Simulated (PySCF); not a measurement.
**C5H12AlN: NMR shifts and electronic excitations in gas and solvents**

Aim: compute the NMR shifts and electronic excitations of C5H12AlN (`C#[C][AlH2-][N+](C)(C)C`), and see what a dielectric continuum does where one was used.

Computed with PySCF 2.14.0, with density-fitted response routines of our own, on a single molecule, in the gas phase or a continuum. Atoms are numbered from 0 throughout.

**1. Starting geometry**

19 atoms, charge 0, multiplicity 1; geometry from: GFN2-xTB.

Bonds of the start (Å): C0–C1 1.21, C1–Al2 1.97, Al2–N3 2.06, N3–C4 1.45, N3–C5 1.45, N3–C6 1.45, C0–H7 1.06, Al2–H8 1.57, Al2–H9 1.57, C4–H10 1.09, C4–H11 1.10, C4–H12 1.09, C5–H13 1.09, C5–H14 1.09, C5–H15 1.10, C6–H16 1.09, C6–H17 1.09, C6–H18 1.10.

**2. Relaxing the molecule at PBE0-D3(BJ)/def2-SVP**

What the job is given:

```
{"job": {"xc": "PBE0", "basis": "def2-SVP", "d3": "d3bj", "grid": 1, "kind": "geom"}, "charge": 0, "multiplicity": 1}
C      2.494120     2.215762    -1.263957
C      2.071673     1.243709    -0.675499
Al     1.572159    -0.385835     0.307235
N     -0.467337    -0.317576     0.051158
C     -0.964111     0.919034     0.628245
C     -0.754415    -0.372090    -1.371412
C     -1.042924    -1.465191     0.732299
H      2.851834     3.066029    -1.779443
H      1.590784    -0.376319     1.877244
H      1.824515    -1.785418    -0.359200
H     -0.676201     0.958300     1.678554
H     -2.053106     0.999818     0.545155
H     -0.497294     1.761650     0.119334
H     -0.272452     0.473025    -1.861736
H     -0.331017    -1.287882    -1.782492
H     -1.830973    -0.346782    -1.571460
H     -0.604296    -2.375022     0.322857
H     -0.789171    -1.413468     1.790778
H     -2.131594    -1.502494     0.620041
```

The program printed:

```text
step   0  E = -494.21035558  max force = 0.023046
step   1  E = -494.21331177  max force = 0.003159
step   2  E = -494.21361920  max force = 0.001454
step   3  E = -494.21370970  max force = 0.001100
step   4  E = -494.21372896  max force = 0.000487
step   5  E = -494.21374088  max force = 0.000187
optimisation converged
```

Wall time 90 s (1 thread, shared host).

Along the way:

```csv
step,energy from step 0 (eV),largest force component (eV/Å)
0,0.0000,1.1851
1,-0.0804,0.1624
2,-0.0888,0.0748
3,-0.0913,0.0566
4,-0.0918,0.0250
5,-0.0921,0.0096
```

Distances of close pairs at the start and the end, largest changes first:

```csv
bond,before (Å),after (Å),change (Å)
Al2–H8,1.570,1.603,+0.033
Al2–H9,1.571,1.603,+0.032
C0–H7,1.057,1.076,+0.019
N3–C5,1.452,1.469,+0.017
N3–C4,1.452,1.469,+0.017
C1–Al2,1.967,1.953,-0.014
N3–C6,1.453,1.467,+0.014
Al2–N3,2.057,2.068,+0.011
```

The next job starts from the end point, and lists it.

```csv
at the end point,value
point group (found at 0.08 Å tolerance),Cs
"rotational constants (GHz, main isotopes)","3.259, 1.410, 1.254"
dipole moment (D),5.28
```

**3. Shielding tensors: PBE0/pcSseg-1 in chloroform**

What the job is given:

```
{"job": {"kind": "nmr", "xc": "PBE0", "basis": "pcSseg-1", "solvent": "chloroform", "pop": true}, "charge": 0, "multiplicity": 1}
C      2.928337     2.174327    -0.765449
C      2.595989     1.168864    -0.153025
Al     2.003173    -0.425499     0.807030
N     -0.032103    -0.266870     0.477810
C     -0.505342     1.001620     1.048488
C     -0.279417    -0.300054    -0.970181
C     -0.686754    -1.402657     1.137139
H      3.239911     3.055029    -1.299301
H      2.055472    -0.341929     2.406892
H      2.312464    -1.828255     0.096321
H     -0.278934     1.024843     2.123202
H     -1.594000     1.112371     0.901622
H      0.020409     1.834773     0.562908
H      0.250463     0.536041    -1.446307
H      0.107861    -1.240772    -1.384672
H     -1.360312    -0.224338    -1.182199
H     -0.296317    -2.341886     0.721648
H     -0.466932    -1.377264     2.213374
H     -1.779987    -1.365140     0.987921
```

Level: GIAO PBE0/pcSseg-1 NMR shielding, non-relativistic, IEF-PCM chloroform.

The program printed:

```text
coarse grid: 15560 points
cycle   1  E = -494.3406164211  dE =  3.355e-01  |g| = 4.177e-01  |ddm| = 3.656e+00
cycle   2  E = -494.3345056011  dE =  6.111e-03  |g| = 4.537e-01  |ddm| = 8.791e-01
cycle   3  E = -494.3846005053  dE = -5.009e-02  |g| = 1.357e-01  |ddm| = 4.297e-01
cycle   4  E = -494.3887936331  dE = -4.193e-03  |g| = 4.230e-02  |ddm| = 1.086e-01
cycle   5  E = -494.3892220489  dE = -4.284e-04  |g| = 1.172e-02  |ddm| = 3.753e-02
cycle   6  E = -494.3892483817  dE = -2.633e-05  |g| = 3.542e-03  |ddm| = 9.992e-03
cycle   7  E = -494.3892512223  dE = -2.841e-06  |g| = 3.559e-04  |ddm| = 2.943e-03
final grid: 143392 points
cycle   8  E = -494.4309575807  dE = -3.996e-05  |g| = 7.947e-03  |ddm| = 3.121e-02
cycle   9  E = -494.4309560282  dE =  1.552e-06  |g| = 8.354e-03  |ddm| = 1.296e-02
cycle  10  E = -494.4309739962  dE = -1.797e-05  |g| = 6.326e-04  |ddm| = 6.601e-03
cycle  11  E = -494.4309740690  dE = -7.286e-08  |g| = 2.657e-04  |ddm| = 6.047e-04
cycle  12  E = -494.4309740828  dE = -1.374e-08  |g| = 4.387e-05  |ddm| = 1.829e-04
cycle  13  E = -494.4309740832  dE = -3.907e-10  |g| = 1.347e-05  |ddm| = 5.179e-05
converged SCF energy = -494.4309740832

GIAO shielding tensors (ppm)
atom      isotropic    diamagn.    paramagn.     s11        s22        s33       span
  0 C       80.456     262.076    -181.620     -8.264     -7.868    257.500    265.763
  1 C       81.406     256.532    -175.126    -23.560    -17.018    284.796    308.356
  2 Al     432.146     796.406    -364.260    399.863    442.828    453.748     53.885
  3 N      223.353     320.167     -96.814    201.206    233.392    235.461     34.256
  4 C      137.493     249.815    -112.322    114.801    115.670    182.008     67.207
  5 C      137.492     251.048    -113.556    114.780    115.676    182.018     67.238
  6 C      138.136     248.140    -110.005    113.385    115.836    185.186     71.801
  7 H       29.055      32.370      -3.315     23.618     23.861     39.687     16.069
  8 H       27.787      30.408      -2.621     24.693     26.533     32.134      7.441
  9 H       27.789      30.529      -2.741     24.696     26.536     32.134      7.439
 10 H       28.700      30.908      -2.208     24.910     26.199     34.992     10.082
 11 H       29.173      31.073      -1.900     25.667     26.600     35.251      9.583
 12 H       28.097      31.840      -3.743     23.038     27.931     33.323     10.285
 13 H       28.088      32.649      -4.562     23.014     27.939     33.310     10.296
 14 H       28.703      31.838      -3.134     24.924     26.188     34.997     10.073
 15 H       29.174      31.849      -2.675     25.673     26.599     35.251      9.578
 16 H       28.656      30.112      -1.456     24.413     26.455     35.100     10.687
 17 H       28.660      29.955      -1.295     24.427     26.447     35.106     10.679
 18 H       29.086      29.971      -0.885     25.544     26.340     35.375      9.831
```

Run time: 42 s. Hardware: 1 thread, shared host.

Shifts follow as δ = σ(reference) − σ, with reference shieldings (ppm) from runs at the same level and on the same kind of geometry: 1H TMS 31.25, 13C TMS 185.2, 15N NH3 267.8, 27Al AlH4- 481.4. The references are single molecules in the same continuum, so shifts against H2O, NH3, PH3, H3PO4 or CFCl3 are not on the usual liquid scales and can be off by tens of ppm. Shifts against hydride references such as AlH4− lie on their own scale. Atoms listed in one row are averaged.

```csv
atoms,environment,σ (ppm),δ (ppm)
C0,terminal alkyne carbon,80.5,104.7
C1,alkyne carbon,81.4,103.8
"C4, C5, C6",methyl carbon bonded to N,137.7,47.5
"H8, H9","hydrogen on an aluminium bonded to C, N",27.79,3.46
"H10, H11, H12, H13, H14 and 4 more",hydrogen on a methyl carbon bonded to N,28.70,2.54
H7,hydrogen on a terminal alkyne carbon,29.06,2.19
Al2,"aluminium bonded to C, N, 2 H",432.1,49.2
N3,donor nitrogen of a Lewis adduct,223.4,44.4
```

The run also stored atomic charges by several schemes (e):

```csv
atoms,Mulliken,IAO,Hirshfeld,ESP fit
C0,-0.24,-0.25,-0.13,-0.37
C1,-0.24,-0.37,-0.23,-0.35
Al2,0.75,0.59,0.34,0.75
N3,-0.78,-0.19,-0.02,0.19
"C4, C5, C6",-0.11,-0.31,-0.05,-0.49
```

Mayer bond orders: C0–C1 2.49, C1–Al2 0.83, Al2–N3 0.39, N3–C4 0.89, N3–C5 0.89, N3–C6 0.90.

**4. Shielding tensors: PBE0/pcSseg-1 in dichloromethane**

The job, as its differences from that of step 3:

```diff
@@ -1,2 +1,2 @@
-{"job": {"kind": "nmr", "xc": "PBE0", "basis": "pcSseg-1", "solvent": "chloroform", "pop": true}, "charge": 0, "multiplicity": 1}
+{"job": {"kind": "nmr", "xc": "PBE0", "basis": "pcSseg-1", "solvent": "dichloromethane", "pop": false}, "charge": 0, "multiplicity": 1}
 C      2.928337     2.174327    -0.765449
```

With the program's defaults for keys left out, this is: GIAO PBE0/pcSseg-1 NMR shielding, non-relativistic, IEF-PCM dichloromethane.

The program printed:

```text
coarse grid: 15560 points
cycle   1  E = -494.3433898511  dE =  3.328e-01  |g| = 4.153e-01  |ddm| = 3.656e+00
cycle   2  E = -494.3388974399  dE =  4.492e-03  |g| = 4.451e-01  |ddm| = 8.640e-01
cycle   3  E = -494.3872332396  dE = -4.834e-02  |g| = 1.278e-01  |ddm| = 4.177e-01
cycle   4  E = -494.3908819648  dE = -3.649e-03  |g| = 4.234e-02  |ddm| = 1.035e-01
cycle   5  E = -494.3913131479  dE = -4.312e-04  |g| = 1.140e-02  |ddm| = 3.689e-02
cycle   6  E = -494.3913380852  dE = -2.494e-05  |g| = 3.539e-03  |ddm| = 9.758e-03
cycle   7  E = -494.3913409058  dE = -2.821e-06  |g| = 3.369e-04  |ddm| = 2.918e-03
final grid: 143392 points
cycle   8  E = -494.4330334676  dE = -3.998e-05  |g| = 7.935e-03  |ddm| = 3.129e-02
cycle   9  E = -494.4330320021  dE =  1.466e-06  |g| = 8.324e-03  |ddm| = 1.289e-02
cycle  10  E = -494.4330498369  dE = -1.783e-05  |g| = 6.243e-04  |ddm| = 6.544e-03
cycle  11  E = -494.4330499073  dE = -7.039e-08  |g| = 2.657e-04  |ddm| = 5.973e-04
cycle  12  E = -494.4330499211  dE = -1.374e-08  |g| = 4.395e-05  |ddm| = 1.848e-04
cycle  13  E = -494.4330499214  dE = -3.860e-10  |g| = 1.476e-05  |ddm| = 5.323e-05
converged SCF energy = -494.4330499214

GIAO shielding tensors (ppm)
atom      isotropic    diamagn.    paramagn.     s11        s22        s33       span
  0 C       79.997     261.940    -181.944     -8.955     -8.779    257.724    266.680
  1 C       81.561     256.487    -174.926    -23.373    -16.741    284.798    308.171
  2 Al     433.005     796.408    -363.403    401.338    443.635    454.042     52.704
  3 N      223.388     320.085     -96.697    201.315    233.300    235.548     34.233
  4 C      137.621     249.814    -112.193    114.829    115.920    182.114     67.285
  5 C      137.621     251.056    -113.435    114.806    115.931    182.126     67.319
  6 C      138.278     248.115    -109.837    113.438    116.101    185.295     71.857
  7 H       28.985      32.322      -3.337     23.530     23.772     39.653     16.123
  8 H       27.842      30.497      -2.655     24.758     26.591     32.177      7.419
  9 H       27.844      30.620      -2.776     24.760     26.594     32.177      7.417
 10 H       28.704      30.896      -2.191     24.918     26.195     35.001     10.083
 11 H       29.092      30.991      -1.899     25.573     26.516     35.187      9.614
 12 H       28.132      31.862      -3.730     23.082     27.963     33.351     10.270
 13 H       28.123      32.672      -4.549     23.058     27.973     33.339     10.281
 14 H       28.707      31.831      -3.124     24.932     26.184     35.006     10.074
 15 H       29.094      31.770      -2.676     25.579     26.514     35.188      9.609
 16 H       28.660      30.101      -1.442     24.413     26.453     35.113     10.699
 17 H       28.663      29.938      -1.275     24.427     26.444     35.118     10.691
 18 H       29.009      29.888      -0.879     25.448     26.262     35.316      9.868
```

It took 38 s on 1 thread, shared host.

This run: δ C0 105.3, C1 103.8, C4 47.5, Al2 47.5, H8 3.40, H10 2.56 ppm (means over like atoms).

**5. TDDFT and polarisability: CAM-B3LYP/def2-SVPD**

The job, as its differences from that of step 4:

```diff
@@ -1,2 +1,2 @@
-{"job": {"kind": "nmr", "xc": "PBE0", "basis": "pcSseg-1", "solvent": "dichloromethane", "pop": false}, "charge": 0, "multiplicity": 1}
+{"job": {"kind": "uv", "xc": "CAM-B3LYP", "basis": "def2-SVPD", "dynamic": true, "nstates": 6, "ntriplets": 0}, "charge": 0, "multiplicity": 1}
 C      2.928337     2.174327    -0.765449
```

Method: TDDFT CAM-B3LYP/def2-SVPD, vertical, gas phase, core orbitals frozen in the response.

The program printed:

```text
coarse grid: 15560 points
cycle   1  E = -494.3686522169  dE =  4.318e-01  |g| = 3.785e-01  |ddm| = 8.386e+00
cycle   2  E = -494.3824970863  dE = -1.384e-02  |g| = 3.447e-01  |ddm| = 1.596e+00
cycle   3  E = -494.4111575786  dE = -2.866e-02  |g| = 1.147e-01  |ddm| = 5.611e-01
cycle   4  E = -494.4141344633  dE = -2.977e-03  |g| = 3.889e-02  |ddm| = 2.378e-01
cycle   5  E = -494.4145137388  dE = -3.793e-04  |g| = 9.167e-03  |ddm| = 8.292e-02
cycle   6  E = -494.4145309813  dE = -1.724e-05  |g| = 2.658e-03  |ddm| = 1.702e-02
cycle   7  E = -494.4145326469  dE = -1.666e-06  |g| = 3.857e-04  |ddm| = 5.879e-03
final grid: 143392 points
cycle   8  E = -494.4985070056  dE = -3.887e-05  |g| = 3.311e-03  |ddm| = 9.888e-02
cycle   9  E = -494.4985081214  dE = -1.116e-06  |g| = 2.654e-03  |ddm| = 1.599e-02
cycle  10  E = -494.4985099011  dE = -1.780e-06  |g| = 2.545e-04  |ddm| = 5.049e-03
cycle  11  E = -494.4985099044  dE = -3.311e-09  |g| = 2.487e-04  |ddm| = 7.669e-04
cycle  12  E = -494.4985099197  dE = -1.533e-08  |g| = 4.411e-05  |ddm| = 3.933e-04
cycle  13  E = -494.4985099203  dE = -5.541e-10  |g| = 1.571e-05  |ddm| = 8.441e-05
converged SCF energy = -494.4985099203

Static polarisability (au): isotropic 95.949, principal 85.788 90.593 111.465

Singlet excitations
state   eV       nm        f      main configurations
  1   5.8302    212.7   0.00112   H->L+1 0.50, H-2->L+1 0.11, H->L+3 0.09
  2   6.2102    199.6   0.00016   H-1->L+1 0.36, H->L+4 0.18, H->L+5 0.12
  3   6.3168    196.3   0.00100   H-1->L+4 0.51, H-1->L+5 0.33
  4   6.9297    178.9   0.01026   H-2->L+1 0.39, H->L 0.27, H->L+1 0.09
  5   7.1546    173.3   0.00017   H->L 0.46, H->L+1 0.25, H->L+3 0.09
  6   7.4704    166.0   0.04050   H-1->L 0.50, H-1->L+1 0.17, H-1->L+2 0.11
```

It took 78 s on 1 thread, shared host.

The orbitals next to the gap, with their largest atomic shares:

```csv
orbital,eV,atoms
HOMO−3,-9.86,"Al2 28 %, H9 16 %, H8 16 %"
HOMO−2,-9.35,"C1 22 %, Al2 22 %, C0 21 %"
HOMO−1,-8.91,"C0 43 %, C1 42 %, H7 4 %"
HOMO,-8.52,"C0 25 %, C1 24 %, Al2 18 %"
LUMO,0.87,"Al2 19 %, C6 11 %, C4 8 %"
LUMO+1,1.22,"Al2 39 %, C0 17 %, C1 15 %"
LUMO+2,1.76,"Al2 17 %, C6 10 %, H16 8 %"
```

With each of the 6 states as a Gaussian band of 0.4 eV half-width at 1/e, the curve within the window shown has maxima at 167 nm (ε 1,700) L/(mol cm). Beyond the last state computed it falls off for lack of states. The curve at chosen wavelengths:

(nm, ε (L/mol/cm)): (160, 940), (163, 1428), (166, 1699), (169, 1649), (172, 1378), (175, 1057), (178, 787), (182, 527), (185, 380), (188, 264), (191, 180), (194, 126), (197, 95), (200, 79), (203, 72), (206, 68), (209, 64), (212, 59), (215, 53), (219, 43), (222, 34), (225, 26), (228, 19), (231, 13), (234, 8), (237, 5)

Ground-state properties from the same run:

```csv
property,computed
dipole moment (D),5.15
polarisability (Å³),14.22
HOMO–LUMO gap (eV),9.39
−ε(HOMO) (eV),8.52
C6 with itself (au),3524
```

**6. Excited states and response: CAM-B3LYP/def2-SVPD in chloroform**

The job, as its differences from that of step 5:

```diff
@@ -1,2 +1,2 @@
-{"job": {"kind": "uv", "xc": "CAM-B3LYP", "basis": "def2-SVPD", "dynamic": true, "nstates": 6, "ntriplets": 0}, "charge": 0, "multiplicity": 1}
+{"job": {"kind": "uv", "xc": "CAM-B3LYP", "basis": "def2-SVPD", "solvent": "chloroform", "nstates": 6, "ntriplets": 0}, "charge": 0, "multiplicity": 1}
 C      2.928337     2.174327    -0.765449
```

With the program's defaults for keys left out, this is: TDDFT CAM-B3LYP/def2-SVPD, vertical, IEF-PCM chloroform (non-equilibrium linear response), core orbitals frozen in the response.

The program printed:

```text
coarse grid: 15560 points
cycle   1  E = -494.3846565367  dE =  4.167e-01  |g| = 3.591e-01  |ddm| = 8.416e+00
cycle   2  E = -494.4019782235  dE = -1.732e-02  |g| = 2.956e-01  |ddm| = 1.446e+00
cycle   3  E = -494.4231396214  dE = -2.116e-02  |g| = 9.053e-02  |ddm| = 5.118e-01
cycle   4  E = -494.4249038497  dE = -1.764e-03  |g| = 3.550e-02  |ddm| = 2.102e-01
cycle   5  E = -494.4252224102  dE = -3.186e-04  |g| = 7.371e-03  |ddm| = 7.818e-02
cycle   6  E = -494.4252334954  dE = -1.109e-05  |g| = 2.647e-03  |ddm| = 1.529e-02
cycle   7  E = -494.4252351167  dE = -1.621e-06  |g| = 2.835e-04  |ddm| = 5.141e-03
final grid: 143392 points
cycle   8  E = -494.5091592934  dE = -3.890e-05  |g| = 3.313e-03  |ddm| = 9.844e-02
cycle   9  E = -494.5091604562  dE = -1.163e-06  |g| = 2.628e-03  |ddm| = 1.597e-02
cycle  10  E = -494.5091622011  dE = -1.745e-06  |g| = 1.903e-04  |ddm| = 5.104e-03
cycle  11  E = -494.5091622062  dE = -5.144e-09  |g| = 1.620e-04  |ddm| = 7.004e-04
cycle  12  E = -494.5091622125  dE = -6.283e-09  |g| = 3.681e-05  |ddm| = 2.756e-04
cycle  13  E = -494.5091622129  dE = -3.685e-10  |g| = 1.219e-05  |ddm| = 7.473e-05
converged SCF energy = -494.5091622129

Static polarisability (au): isotropic 118.955, principal 108.997 111.568 136.301

Singlet excitations
state   eV       nm        f      main configurations
  1   5.9264    209.2   0.00163   H->L 0.44, H->L+1 0.11, H-2->L 0.10
  2   6.2535    198.3   0.00012   H-1->L 0.32, H->L+2 0.31, H-2->L+2 0.11
  3   6.3301    195.9   0.00150   H-1->L+2 0.82
  4   7.0814    175.1   0.01353   H-2->L 0.43, H->L 0.18, H-2->L+1 0.14
  5   7.3532    168.6   0.00414   H->L+1 0.54, H->L 0.22, H->L+4 0.09
  6   7.6036    163.1   0.07915   H-1->L 0.38, H-1->L+1 0.25, H-1->L+3 0.12
```

Wall time 68 s (1 thread, shared host).

In short: HOMO -8.82 eV, LUMO 1.06 eV; lowest singlet 5.93 eV.

**7. Excited states and response: CAM-B3LYP/def2-SVPD in dichloromethane**

The job, as its differences from that of step 6:

```diff
@@ -1,2 +1,2 @@
-{"job": {"kind": "uv", "xc": "CAM-B3LYP", "basis": "def2-SVPD", "solvent": "chloroform", "nstates": 6, "ntriplets": 0}, "charge": 0, "multiplicity": 1}
+{"job": {"kind": "uv", "xc": "CAM-B3LYP", "basis": "def2-SVPD", "solvent": "dichloromethane", "nstates": 6, "ntriplets": 0}, "charge": 0, "multiplicity": 1}
 C      2.928337     2.174327    -0.765449
```

Method: TDDFT CAM-B3LYP/def2-SVPD, vertical, IEF-PCM dichloromethane (non-equilibrium linear response), core orbitals frozen in the response.

The program printed:

```text
coarse grid: 15560 points
cycle   1  E = -494.3873235372  dE =  4.141e-01  |g| = 3.566e-01  |ddm| = 8.422e+00
cycle   2  E = -494.4051514687  dE = -1.783e-02  |g| = 2.887e-01  |ddm| = 1.427e+00
cycle   3  E = -494.4253636952  dE = -2.021e-02  |g| = 8.717e-02  |ddm| = 5.069e-01
cycle   4  E = -494.4269875326  dE = -1.624e-03  |g| = 3.476e-02  |ddm| = 2.054e-01
cycle   5  E = -494.4272937090  dE = -3.062e-04  |g| = 7.027e-03  |ddm| = 7.754e-02
cycle   6  E = -494.4273038208  dE = -1.011e-05  |g| = 2.673e-03  |ddm| = 1.507e-02
cycle   7  E = -494.4273054788  dE = -1.658e-06  |g| = 2.759e-04  |ddm| = 5.055e-03
final grid: 143392 points
cycle   8  E = -494.5112192331  dE = -3.890e-05  |g| = 3.313e-03  |ddm| = 9.836e-02
cycle   9  E = -494.5112204064  dE = -1.173e-06  |g| = 2.624e-03  |ddm| = 1.596e-02
cycle  10  E = -494.5112221465  dE = -1.740e-06  |g| = 1.835e-04  |ddm| = 5.131e-03
cycle  11  E = -494.5112221520  dE = -5.491e-09  |g| = 1.505e-04  |ddm| = 6.973e-04
cycle  12  E = -494.5112221573  dE = -5.381e-09  |g| = 3.525e-05  |ddm| = 2.587e-04
cycle  13  E = -494.5112221577  dE = -3.378e-10  |g| = 1.166e-05  |ddm| = 7.303e-05
converged SCF energy = -494.5112221577

Static polarisability (au): isotropic 124.635, principal 115.351 116.552 142.003

Singlet excitations
state   eV       nm        f      main configurations
  1   5.9456    208.5   0.00156   H->L 0.45, H-2->L 0.10, H->L+1 0.10
  2   6.2656    197.9   0.00012   H-1->L 0.33, H->L+2 0.31, H-2->L+2 0.11
  3   6.3352    195.7   0.00149   H-1->L+2 0.81
  4   7.1152    174.3   0.01240   H-2->L 0.46, H->L 0.20, H-2->L+1 0.12
  5   7.3848    167.9   0.00442   H->L+1 0.59, H->L 0.18
  6   7.6205    162.7   0.07741   H-1->L 0.37, H-1->L+1 0.27, H-1->L+3 0.12
```

Wall time 61 s (1 thread, shared host).

This run: HOMO -8.89 eV, LUMO 1.01 eV; lowest singlet 5.95 eV.

**8. Side by side: NMR shifts**

Shifts (ppm) of some atoms, chosen among heavy atoms and hydrogens apart, means over like atoms, with basis size and wall time:

```csv
run,C0,C1,C4,H8,H7,Al2,N3,functions,time
PBE0/pcSseg-1 in chloroform,104.7,103.8,47.5,3.46,2.19,49.2,44.4,186,42 s
PBE0/pcSseg-1 in dichloromethane,105.3,103.8,47.5,3.40,2.26,47.5,44.8,186,38 s
```

The continuum's effect on the ground state:

```csv
solvent,ε,polarisation energy (Eh),μ (D)
chloroform,4.71,-0.0121,6.23
dichloromethane,8.93,-0.0148,6.42
```

**9. Comparing the runs: electronic excitations**

Excitations and ground-state properties, with basis size and wall time:

```csv
run,lowest singlet (eV),brightest (eV),f,gap (eV),α (Å³),μ (D),functions,time
CAM-B3LYP/def2-SVPD,5.83,7.47,0.041,9.39,14.22,5.15,240,78 s
CAM-B3LYP/def2-SVPD in chloroform,5.93,7.60,0.079,9.88,17.63,6.21,240,68 s
CAM-B3LYP/def2-SVPD in dichloromethane,5.95,7.62,0.077,9.90,18.47,6.43,240,61 s
```

The continuum's effect on the ground state:

```csv
solvent,ε,polarisation energy (Eh),μ (D)
chloroform,4.71,-0.0120,6.21
dichloromethane,8.93,-0.0148,6.43
```

**10. Summary of results**

| quantity | value |
| --- | --- |
| point group | Cs |
| rotational constants (main isotopes) | 3.26, 1.41, 1.25 GHz |
| 13C shifts against TMS (PBE0/pcSseg-1, chloroform, means over atoms taken as alike) | 104.7, 103.8, 47.5 ppm |
| 1H shifts against TMS (PBE0/pcSseg-1, chloroform, means over atoms taken as alike) | 3.46, 2.54, 2.19 ppm |
| 27Al shifts against AlH4- (PBE0/pcSseg-1, chloroform) | 49.2 ppm |
| 15N shifts against NH3 (PBE0/pcSseg-1, chloroform) | 44.4 ppm |
| lowest singlet (CAM-B3LYP/def2-SVPD) | 5.83 eV (213 nm), f = 0.001 |
| brightest single state of those computed | state 6, 7.47 eV, f = 0.041 |
| range of the shift of Al2 | 47.5 to 49.2 ppm |
| range of the lowest singlet | 5.83 to 5.95 eV |

What this shows: Relaxing lowered the energy by 0.092 eV in 5 steps; the close pair that moved most is Al2–H8, from 1.570 to 1.603 Å. At PBE0/pcSseg-1: Shielding is most anisotropic at C1 (span 308 ppm, paramagnetic term -175 ppm). The lowest singlet, at 5.83 eV, is HOMO→LUMO+1 0.50, HOMO−2→LUMO+1 0.11 and is weak; of the 6 states computed, the strongest absorption comes from state 6 at 7.47 eV (the last computed, so partners may be missing). Across the 2 runs the shift of Al2 moves most, between 47.5 (PBE0/pcSseg-1 in dichloromethane) and 49.2 ppm (PBE0/pcSseg-1 in chloroform). Part of that comes from the computed reference. The continuum holds electrostatics alone: no hydrogen bonds to the solvent, and the gas-phase geometry is kept. The lowest singlet runs from 5.83 eV (CAM-B3LYP/def2-SVPD) to 5.95 eV (CAM-B3LYP/def2-SVPD in dichloromethane), while the orbital gap spans 9.39 to 9.90 eV. The lowest state need not be the same one in every run.
